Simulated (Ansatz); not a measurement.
**C₂H₆F₂GaN: a ladder of functionals and wavefunction methods**

The task here is to estimate one member of a computed series from the others.

The runs use Ansatz 0.2.0, Gaussian basis; functionals in def2-TZVPP, the program's frozen cores in correlated methods.

The runs, in order: LDA (SPW92), PBE-D4, revPBE-D4, BLYP-D4, r2SCAN-D4, B97M-V, PBE0-D4, B3LYP-D4, r2SCANh-D4, r2SCAN0-D4, HSE06-D4, BHLYP-D4, CAM-B3LYP-D4, LC-ωPBE, ωB97X-V, ωB97M-V, B2PLYP, PBE-QIDH; CCSD(T)/def2-SVP; MP2/def2-TZVPP; MP2/def2-QZVPP; RPA on PBE.

### The geometry

All runs share one geometry, relaxed beforehand with PBE0-D4 in a triple-zeta def2 set.

SMILES `C[N](C)[Ga]([F])[F]`, 12 atoms, charge 0, spin multiplicity 1.

Atoms are counted from 1 here; the program's logs count them from 0.

Bond lengths: C1–N2 1.443 Å, C1–H7 1.098 Å, C1–H8 1.098 Å, C1–H9 1.091 Å, N2–C3 1.443 Å, N2–Ga4 1.789 Å, C3–H10 1.091 Å, C3–H11 1.098 Å, C3–H12 1.098 Å, Ga4–F5 1.741 Å, Ga4–F6 1.741 Å. Angles: N2–C1–H7 111.2°, N2–C1–H8 111.2°, N2–C1–H9 110.9°, H7–C1–H8 107.6°, H7–C1–H9 107.9°, H8–C1–H9 107.9°, C1–N2–C3 114.6°, C1–N2–Ga4 122.7°, C3–N2–Ga4 122.7°, N2–C3–H10 110.9°, N2–C3–H11 111.2°, N2–C3–H12 111.2°, H10–C3–H11 107.9°, H10–C3–H12 107.9°, H11–C3–H12 107.6°, N2–Ga4–F5 122.1°, N2–Ga4–F6 122.1°, F5–Ga4–F6 115.8°.

Set-up of the first run:

Contents of in.yaml:

```yaml
crystal:
  periodic: [false, false, false]
  atoms:
    - {symbol: C, position_ang: [-0.644881, -0.664240, 1.088444]}
    - {symbol: N, position_ang: [-0.008067, 0.023213, -0.008670]}
    - {symbol: C, position_ang: [1.142602, -0.654907, -0.554469]}
    - {symbol: Ga, position_ang: [-0.599072, 1.588025, -0.642744]}
    - {symbol: F, position_ang: [0.181027, 2.403912, -1.968847]}
    - {symbol: F, position_ang: [-1.990703, 2.392423, 0.027397]}
    - {symbol: H, position_ang: [0.050725, -0.803141, 1.927020]}
    - {symbol: H, position_ang: [-0.998030, -1.658357, 0.782798]}
    - {symbol: H, position_ang: [-1.504442, -0.100524, 1.455007]}
    - {symbol: H, position_ang: [1.576963, -0.084455, -1.377209]}
    - {symbol: H, position_ang: [0.873384, -1.648599, -0.937225]}
    - {symbol: H, position_ang: [1.920475, -0.793350, 0.208498]}
basis:
  gaussian: {orbitals: def2-TZVPP}
hamiltonian: {xc: lda}
output: {orbitals: {seedname: orbitals}}
```

Launch:

```
$ ansatz run in.yaml --threads 4 --pin off --events-out ev --progress --plain --max-ram 10444MiB
```

Steps of the session up to this table: LDA; PBE-D4 (GGA); revPBE-D4 (GGA); BLYP-D4 (GGA); r2SCAN-D4 (meta-GGA); B97M-V (meta-GGA); B3LYP-D4 (hybrid); r2SCANh-D4 (hybrid); r2SCAN0-D4 (hybrid); HSE06-D4 (hybrid); BHLYP-D4 (hybrid); CAM-B3LYP-D4 (range-separated); LC-ωPBE (range-separated); ωB97X-V (range-separated); ωB97M-V (range-separated); B2PLYP (double hybrid); PBE-QIDH (double hybrid).

One of the session's tables, all rows but one given; the rest of the session is left out.

It belongs to the step «Orbital energies across the functionals». 

```
  functional  HOMO (eV)  gap (eV)
 LDA (SPW92)      -5.85      3.50
      PBE-D4      -5.68      3.65
   revPBE-D4      -5.61      3.73
     BLYP-D4      -5.60      3.57
   r2SCAN-D4      -5.92      4.21
      B97M-V      -6.03      4.08
     PBE0-D4      -6.98      5.94
    B3LYP-D4          ?         ?
  r2SCANh-D4      -6.41      5.05
  r2SCAN0-D4      -7.15      6.30
    HSE06-D4      -6.58      5.16
    BHLYP-D4      -8.24      8.06
CAM-B3LYP-D4      -8.38      8.28
     LC-ωPBE      -9.68     11.02
     ωB97X-V      -9.35     10.45
     ωB97M-V      -9.28     10.13
```

**Question.** Estimate the row for B3LYP-D4.

Worked estimate for «HOMO (eV)». Against the share of exact exchange, BLYP-D4 (0, -5.60), BHLYP-D4 (0.5, -8.24) give a slope of -5.28 per unit share; at 0.2 the line stands at -6.66.

The run gave: HOMO (eV): -6.80; gap (eV): 5.38. In «HOMO (eV)» the line misses by +0.14.
